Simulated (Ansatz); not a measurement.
# Ca3GeN: the cost of one run

All numbers are computed with Ansatz 0.2.0 through its Python package. Level of theory: DFT LDA, plane waves, PAW.

### Step 1. The system

It takes space group Pm-3m (No. 221, cubic). Conventional cell: a = 4.757 Å, b = 4.757 Å, c = 4.757 Å, α = 90.00°, β = 90.00°, γ = 90.00°. Around Ca (site symmetry 4/mmm) lie 2 N at 2.38 Å. Ge (site symmetry m-3m) is surrounded by 12 Ca at 3.36 Å. Around N (site symmetry m-3m) lie 6 Ca at 2.38 Å.

ca3gen.extxyz, read by the script:

```xyz
5
Lattice="4.7573 0.0 0.0 0.0 4.7573 0.0 0.0 0.0 4.7573" Properties=species:S:1:pos:R:3 pbc="T T T"
Ca    0.00000000    2.37865000    2.37865000
Ca    2.37865000    0.00000000    2.37865000
Ca    2.37865000    2.37865000    0.00000000
Ge    0.00000000    0.00000000    0.00000000
N     2.37865000    2.37865000    2.37865000
```

### Step 2. The script

File ca3gen.py:

```python
# -*- coding: utf-8 -*-
'''Bands of Ca3GeN along a path through the zone.'''

import logging
import sys
import warnings

import ansatz as az
import matplotlib.pyplot as plt
import numpy as np

logging.basicConfig(stream=sys.stdout, format='%(name)s: %(message)s')
logger = logging.getLogger('ansatz_job')
logger.setLevel(logging.INFO)

FUNCTIONAL = 'LDA'
KMESH = (5, 5, 5)
FILLING = 'gaussian'
WIDTH_EV = 0.05
N_EMPTY = 8


def main():
    warnings.simplefilter('ignore', az.DeckWarning)

    ca3gen = az.Crystal.from_extxyz('ca3gen.extxyz')

    # vertices of the path, as fractions of the reciprocal vectors
    path = [
        ('G', (0.0, 0.0, 0.0)),
        ('X', (0.0, 0.5, 0.0)),
        ('M', (0.5, 0.5, 0.0)),
        ('G', (0.0, 0.0, 0.0)),
        ('R', (0.5, 0.5, 0.5)),
        ('X', (0.0, 0.5, 0.0)),
    ]
    base = (
        ca3gen.calculation()
        .functional(FUNCTIONAL)
        .pseudopotentials('paw')
        .kpoints(mesh=KMESH)
        .occupations(FILLING, width=WIDTH_EV)
        .band_structure([point for _, point in path], intervals=10)
        .scf(extra_bands=N_EMPTY)
    )
    session = base.session()
    planned = session.plan(threads=1)
    done = planned.execute()
    summary = done.report

    energy = summary['free_energy_ev']
    logger.info('Ca3GeN: {:.6f} eV = {:.6f} Ry = {:.6f} Ha'.format(energy, energy / 13.605693, energy / 27.211386))
    logger.info('Fermi level {:.4f} eV, {} k-points, {} symmetry operations'.format(summary['fermi_energy_ev'], summary['n_kpoints'], summary['n_symmetry_ops']))

    bands = done.band_structure()
    fermi = bands.fermi_energy_ev
    logger.info(f'zero of the bands: {fermi:.3f} eV, the Fermi level found on the SCF mesh')
    reciprocal = 2 * np.pi * np.linalg.inv(done.lattice.cell_ang).T
    steps = np.linalg.norm(np.diff(bands.kpoints_frac @ reciprocal, axis=0), axis=1)
    distance = np.concatenate([[0], np.cumsum(steps)])
    fig, ax = plt.subplots(figsize=(5, 4))
    for channel, colour in zip(bands.channels, ('C0', 'C3')):
        ax.plot(distance, channel.eigenvalues_ev - fermi, colour, lw=1)
    ax.set_xticks(distance[::10], [label for label, _ in path])
    ax.set(ylim=(-6, 6), ylabel='E - E_F (eV)', xlim=(0, distance[-1]))
    ax.grid(axis='x')
    fig.savefig('bands.png', dpi=100)
    first = bands.channels[0].eigenvalues_ev - fermi
    near = np.argsort(np.abs(first.mean(axis=0)))[:4]
    for band in sorted(near):
        logger.info(f'band {band + 1}: {first[:, band].min():.3f} to {first[:, band].max():.3f} eV')


if __name__ == '__main__':
    main()
```

### Step 3. What the engine is handed

The package turns the script's settings into the engine's input:

```yaml
crystal:
  lattice:
    - [4.7573, 0.0, 0.0]
    - [0.0, 4.7573, 0.0]
    - [0.0, 0.0, 4.7573]
  atoms:
    - { symbol: Ca, position: [0.0, 0.5, 0.5] }
    - { symbol: Ca, position: [0.5, 0.0, 0.5] }
    - { symbol: Ca, position: [0.5, 0.5, 0.0] }
    - { symbol: Ge, position: [0.0, 0.0, 0.0] }
    - { symbol: "N", position: [0.5, 0.5, 0.5] }
kpoints:
  mp_grid:
    grid: [5, 5, 5]
  band_path:
    path:
      - [0.0, 0.0, 0.0]
      - [0.0, 0.5, 0.0]
      - [0.5, 0.5, 0.0]
      - [0.0, 0.0, 0.0]
      - [0.5, 0.5, 0.5]
      - [0.0, 0.5, 0.0]
    npoints: 10
hamiltonian:
  xc: lda
  pseudopotentials:
    kind: paw
scf:
  n_extra_bands: 8
  occupations:
    method: gaussian
    width: 0.05
```

### Step 4. The run

Command:

```bash
$ python ca3gen.py
```

What time and memory should one allow on 1 thread of Arm Neoverse V1, shared host?

About 7 s, with a peak of 0.44 GiB.
